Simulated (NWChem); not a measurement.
# AlH2Br (SMILES [H][Al]([H])[Br]) at 6 levels

Wanted: a comparison of 6 runs (HF/STO-3G, HF/3-21G, HF/def2-SVP, B3LYP/6-31G*, B3LYP/6-311G**, M06-2X/pcseg-2) of AlH2Br. 

The calculation is run with NWChem 7.3.0.

## 1. The system as given

AlH2Br: 4 atoms, total charge 0, spin state singlet. As SMILES, `[H][Al]([H])[Br]`. Geometry: a GFN2-xTB relaxation, a rough one for these elements and not checked as a minimum.

Bond lengths: Al1–Br4 2.240 Å, Al1–H2 1.534 Å, Al1–H3 1.534 Å. Angles: H2–Al1–Br4 120.8°, H3–Al1–Br4 120.8°, H2–Al1–H3 118.4°.

## 2. Energy and forces at HF/STO-3G (run 1)

run.py reads:

```python
from ase import Atoms
from ase.calculators.nwchem import NWChem

molecule = Atoms(['Al', 'H', 'H', 'Br'], positions=[
    [0.085960, 0.143320, 0.001240],
    [1.619870, 0.141230, 0.011920],
    [-0.640600, 1.494120, -0.021230],
    [-1.065230, -1.778670, 0.008060],
])

calc = NWChem(
    label='albrh2',
    theory='scf',
    memory='2200 mb',
    basis='STO-3G',
    basispar='spherical bse',
    scf={'nopen': '0', 'rhf': None, 'thresh': '1e-08', 'maxiter': '80'},
)
molecule.calc = calc

forces = molecule.get_forces()
print("Total energy (eV):", round(molecule.get_potential_energy(), 6))
print("forces (eV/A):")
for s, f in zip(molecule.symbols, forces):
    print(f"{s:2s} {f[0]:10.5f} {f[1]:10.5f} {f[2]:10.5f}")
print("dipole (e A):", molecule.get_dipole_moment().round(4))
```

Command:

```console
$ export ASE_NWCHEM_COMMAND="nwchem PREFIX.nwi > PREFIX.nwo"
$ python run.py
```

What it wrote:

```text
Total energy (eV): -75781.11363
forces (eV/A):
Al    0.47684    0.79972   -0.02509
H    -1.48898   -0.29712   -0.00165
H     0.44254   -1.45221    0.02669
Br    0.56955    0.94961    0.00005
dipole (e A): [0.2454 0.4093 0.0013]
```

The calculator wrote albrh2.nwi:

```
title "albrh2"

permanent_dir albrh2

scratch_dir albrh2

start albrh2

geometry units angstrom nocenter noautosym noautoz
  Al 8.5959999999999995e-02 1.4332000000000000e-01 1.2400000000000000e-03
  H  1.6198699999999999e+00 1.4122999999999999e-01 1.1920000000000000e-02
  H  -6.4059999999999995e-01 1.4941199999999999e+00 -2.1229999999999999e-02
  Br -1.0652299999999999e+00 -1.7786700000000000e+00 8.0599999999999995e-03
end

memory 2200 mb

basis spherical bse noprint
   * library STO-3G
end

scf
  nopen 0
  rhf
  thresh 1e-08
  maxiter 80
end

task scf gradient
```

albrh2.nwo, shortened:

```text
[...]
      One-electron energy =  -4155.282305764162
[... 1 line left out ...]
 Nuclear repulsion energy =    127.863688095812
[... 37 lines left out ...]
                       ROHF Final Molecular Orbital Analysis
[... 131 lines left out ...]
     1   1 0 0      0.463677      0.000000    -66.492466
[...]
  wavefunction    =   RHF
                         RHF ENERGY GRADIENTS
    atom               coordinates                        gradient
                 x          y          z           x          y          z
   1 Al      0.162441   0.270836   0.002343   -0.009273  -0.015552   0.000488
   2 H       3.061110   0.266886   0.022526    0.028956   0.005778   0.000032
   3 H      -1.210558   2.823477  -0.040119   -0.008606   0.028241  -0.000519
   4 Br     -2.012993  -3.361199   0.015231   -0.011076  -0.018467  -0.000001
[...]
```

Run time: 4.2 s. Hardware: 1 thread of Intel Xeon Platinum 8375C at 2.90GHz (Ice Lake), shared host; peak memory 0.1 GiB.

## 3. Energy and gradient at HF/3-21G (run 2)

calc.xyz reads:

```xyz
4
AlH2Br
Al     0.085960     0.143320     0.001240
H      1.619870     0.141230     0.011920
H     -0.640600     1.494120    -0.021230
Br    -1.065230    -1.778670     0.008060
```

run.py reads:

```python
from ase.io import read
from ase.calculators.nwchem import NWChem

molecule = read('calc.xyz')

calc = NWChem(
    label='calc',
    theory='scf',
    memory='2200 mb',
    basis='3-21G',
    basispar='spherical bse',
    scf={'nopen': '0', 'rhf': None, 'thresh': '1e-08', 'maxiter': '80', 'print': 'low'},
)
molecule.calc = calc

forces = molecule.get_forces()
print("Total energy (eV):", round(molecule.get_potential_energy(), 6))
print("forces (eV/A):")
for s, f in zip(molecule.symbols, forces):
    print(f"{s:2s} {f[0]:10.5f} {f[1]:10.5f} {f[2]:10.5f}")
```

Command:

```console
$ export ASE_NWCHEM_COMMAND="nwchem PREFIX.nwi > PREFIX.nwo"
$ python run.py
```

What it wrote:

```text
Total energy (eV): -76241.743988
forces (eV/A):
Al    0.46239    0.77385   -0.01198
H     0.89243   -0.23680    0.01352
H    -0.62956    0.67491   -0.00879
Br   -0.72526   -1.21197    0.00730
```

The calculator wrote calc.nwi:

```
title "calc"

permanent_dir calc

scratch_dir calc

start calc

geometry units angstrom nocenter noautosym noautoz
  Al 8.5959999999999995e-02 1.4332000000000000e-01 1.2400000000000000e-03
  H  1.6198699999999999e+00 1.4122999999999999e-01 1.1920000000000000e-02
  H  -6.4059999999999995e-01 1.4941199999999999e+00 -2.1229999999999999e-02
  Br -1.0652299999999999e+00 -1.7786700000000000e+00 8.0599999999999995e-03
end

memory 2200 mb

basis spherical bse noprint
   * library 3-21G
end

scf
  nopen 0
  rhf
  thresh 1e-08
  maxiter 80
  print low
end

task scf gradient
```

calc.nwo:

```text
Northwest Computational Chemistry Package (NWChem) 7.3.0
             --------------------------------------------------------

           Job information
           ---------------

    nwchem branch   = 7.3.0
    use scalapack   = T
    input           = calc.nwi
    prefix          = calc.
    data base       = calc/calc.db
    status          = startup
    nproc           =        1

           Memory information
           ------------------

    heap     =     72089598 doubles =      550.0 Mbytes
    stack    =     72089595 doubles =      550.0 Mbytes
    global   =    144179200 doubles =     1100.0 Mbytes (distinct from heap & stack)
    total    =    288358393 doubles =     2200.0 Mbytes
    verify   = yes
    hardfail = no

           Directory information
           ---------------------

  0 permanent = calc
  0 scratch   = calc

                                NWChem Input Module
                                -------------------

                                       calc
                                       ----

[... 24 lines left out ...]
            Nuclear Dipole moment (a.u.)
[... 41 lines left out ...]
                                       calc

  ao basis        = "ao basis"
  functions       =    39
  atoms           =     4
  closed shells   =    25
  open shells     =     0
  charge          =   0.00
  wavefunction    = RHF
  input vectors   = atomic
  output vectors  = calc/calc.movecs
  use symmetry    = F
  symmetry adapt  = F

 Forming initial guess at       0.0s

 Starting SCF solution at       0.2s

       Final RHF  results
       ------------------

         Total SCF energy =  -2801.832435864567
      One-electron energy =  -4162.362526483286
      Two-electron energy =   1232.666402522907
 Nuclear repulsion energy =    127.863688095812

        Time for solution =      2.1s

                              NWChem Gradients Module
                              -----------------------

                         RHF ENERGY GRADIENTS

    atom               coordinates                        gradient
                 x          y          z           x          y          z
   1 Al      0.162441   0.270836   0.002343   -0.008992  -0.015049   0.000233
   2 H       3.061110   0.266886   0.022526   -0.017355   0.004605  -0.000263
   3 H      -1.210558   2.823477  -0.040119    0.012243  -0.013125   0.000171
   4 Br     -2.012993  -3.361199   0.015231    0.014104   0.023569  -0.000142

 Task  times  cpu:        3.3s     wall:        3.3s
 Total times  cpu:        3.4s     wall:        3.4s
```

Run time: 4.8 s. Hardware: 1 thread of Intel Xeon Platinum 8375C at 2.90GHz (Ice Lake), shared host; peak memory 0.1 GiB.

Runs 3 to 5 aren't shown in full; the table further down has their settings and results.

## 4. Energy and gradient at M06-2X/pcseg-2 (run 6)

m1.nw reads:

```
start m1
title "AlBrH2"
memory total 2200 mb

geometry noautosym nocenter noautoz
  Al     0.085960     0.143320     0.001240
  H      1.619870     0.141230     0.011920
  H     -0.640600     1.494120    -0.021230
  Br    -1.065230    -1.778670     0.008060
end

basis spherical bse
  * library pcseg-2
end

dft
  xc m06-2x
  grid fine
  convergence energy 1e-08
  maxiter 100
  mulliken
end

task dft gradient
```

Command:

```console
$ nwchem m1.nw > m1.out
```

What it wrote:

```text
[...]
          Wavefunction type:  closed shell.
          No. of atoms     :     4
          No. of electrons :    50
[...]
          Charge           :     0
          Spin multiplicity:     1
[...]
          AO basis - number of functions:   105
[...]
              XC Information
              --------------
                       M06-2X Method XC Functional
                     Hartree-Fock (Exact) Exchange  0.540
                        M06-2X Exchange Functional  1.000
                      M06-2X Correlation Potential  1.000
[...]
 d= 0,ls=0.0,diis     1  -2817.8955387815 -2.95D+03  4.43D-03  7.37D-01     8.3
[...]
 d= 0,ls=0.0,diis     8  -2817.9191219431 -1.24D-09  2.94D-07  4.19D-10    46.2
         Total DFT energy =    -2817.919121943133
      One electron energy =    -4177.357816373649
           Coulomb energy =     1342.465493412821
    Exchange-Corr. energy =     -110.890487078118
 Nuclear repulsion energy =      127.863688095813
[...]
      Total Density - Mulliken Population Analysis
     ---------------------------------------------
    Atom       Charge   Shell Charges
 -----------   ------   -------------------------------------------------------
    1 Al  13    12.11   2.00  0.50  1.48  0.75  0.20  5.89  0.41  0.73  0.03  0.01  0.11  0.01
    2 H    1     1.24   0.39  0.63  0.21  0.00  0.01  0.00
    3 H    1     1.24   0.39  0.63  0.21  0.00  0.01  0.00
    4 Br  35    35.40   2.00  2.00  1.17  0.76  0.90  1.11  6.00  5.93  1.13  3.12  1.25  9.73  0.27  0.03  0.00
[...]
  wavefunction    = closed shell
                         DFT ENERGY GRADIENTS
    atom               coordinates                        gradient
                 x          y          z           x          y          z
   1 Al      0.162441   0.270836   0.002343   -0.000276  -0.000497   0.000191
   2 H       3.061110   0.266886   0.022526   -0.008762   0.004158  -0.000187
   3 H      -1.210558   2.823477  -0.040119    0.007791  -0.005761   0.000056
   4 Br     -2.012993  -3.361199   0.015231    0.001247   0.002101  -0.000059
[...]
```

It took 67 s on 1 thread of Intel Xeon Platinum 8375C at 2.90GHz (Ice Lake), shared host; peak memory 0.14 GiB.

## 5. The series

```tsv
run	level	iteration cap	module	energy (Eh)	dipole moment (D)	HOMO energy (eV)	LUMO energy (eV)	wall time
1	HF/STO-3G	80	scf	-2784.904582	2.29	-7.81	7.94	4.2 s
2	HF/3-21G	80	scf	-2801.832436	–	–	–	4.8 s
3	HF/def2-SVP	80	scf	-2815.162492	1.13	-11.21	1.12	13 s
4	B3LYP/6-31G* (spherical functions)	100	dft	-2817.557104	1.14	-8.01	-1.90	19 s
5	B3LYP/6-311G**	100	dft	-2817.854673	1.10	-8.07	-1.95	20 s
6	M06-2X/pcseg-2	100	dft	-2817.919122	1.13	-9.50	-1.21	67 s
```

## 6. Summary of results

| quantity | value |
| --- | --- |
| run 6: total energy | -2817.91912 Eh |
| run 6: dipole moment | 1.13 D |
| run 6: HOMO energy | -9.50 eV |
| run 6: LUMO energy | -1.21 eV |
| run 6: HOMO–LUMO gap | 8.29 eV |
| run 6: largest force on an atom | 0.499 eV/Å |

What this shows: Over runs 1, 3, 4, 5, 6 the dipole moment (its size) runs from 1.10 D (B3LYP/6-311G**) to 2.29 D (HF/STO-3G). The two ends differ in method and basis. Over runs 1, 3, 4, 5, 6 the HOMO–LUMO gap runs from 6.11 eV (B3LYP/6-31G*) to 15.75 eV (HF/STO-3G). Totals of different functionals can't be ranked against each other. In run 1 the basis is minimal, so the values are rough. All runs together took 2.1 min, the longest 67 s.
